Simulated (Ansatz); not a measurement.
# SiO2 (Cristobalite): the cost of one run

Program: Ansatz 0.2.0. Level of theory: DFT, PBE, plane-wave PAW, default files, scalar-relativistic. These are calculated values, not measurements.

## 1. The structure to begin with

Symmetry: P4_12_12, No. 92, tetragonal system. Conventional cell: a = 4.973 Å, b = 4.973 Å, c = 6.926 Å, α = 90.00°, β = 90.00°, γ = 90.00°. Si (site symmetry 2) is surrounded by 4 O at 1.60 to 1.61 Å. Around O (site symmetry 1) lie 2 Si at 1.60 to 1.61 Å.

As a file:

```xyz
12
Lattice="4.9727 0.0000 0.0000 0.0000 4.9727 0.0000 0.0000 0.0000 6.9257" Properties=species:S:1:pos:R:3 pbc="T T T"
Si    1.4953    1.4953    0.0000
Si    0.9911    3.9816    1.7314
Si    3.4774    3.4774    3.4628
Si    3.9816    0.9911    5.1943
O     1.1885    0.5177    1.2376
O     1.9687    3.6748    2.9690
O     3.7842    4.4550    4.7005
O     3.0040    1.2979    6.4319
O     3.6748    1.9687    3.9567
O     4.4550    3.7842    2.2252
O     1.2979    3.0040    0.4938
O     0.5177    1.1885    5.6881
```

## 2. First run, atoms as given

input.yaml

```yaml
crystal:
  lattice:
    - [4.9727, 0.0, 0.0]
    - [0.0, 4.9727, 0.0]
    - [0.0, 0.0, 6.9257]
  atoms:
    - { symbol: Si, position: [0.3007, 0.3007, 0.0] }
    - { symbol: Si, position: [0.1993, 0.8007, 0.25] }
    - { symbol: Si, position: [0.6993, 0.6993, 0.5] }
    - { symbol: Si, position: [0.8007, 0.1993, 0.75] }
    - { symbol: O, position: [0.239, 0.1041, 0.1787] }
    - { symbol: O, position: [0.3959, 0.739, 0.4287] }
    - { symbol: O, position: [0.761, 0.8959, 0.6787] }
    - { symbol: O, position: [0.6041, 0.261, 0.9287] }
    - { symbol: O, position: [0.739, 0.3959, 0.5713] }
    - { symbol: O, position: [0.8959, 0.761, 0.3213] }
    - { symbol: O, position: [0.261, 0.6041, 0.0713] }
    - { symbol: O, position: [0.1041, 0.239, 0.8213] }
kpoints:
  mp_grid: { grid: [6, 6, 5] }
scf:
  occupations: { method: fermi_dirac, width: 0.02 }
hamiltonian:
  xc: pbe
  pseudopotentials: { kind: paw }
output:
  forces: true
  stress: true
  populations: true
  efg: { quadrupole_moments_barn: { O: -0.02558 }, contact_densities: true }
```

The run is started by

```
> ansatz run input.yaml --threads 4 --pin off --max-ram 8192MiB --backend cpu --events-out ev --progress --plain --runs-dir out
```

**Question.** How long does this run take on 4 threads of Arm Neoverse V1, shared host, and how much memory does it need?

About 8.4 s, with a peak of 0.53 GiB.
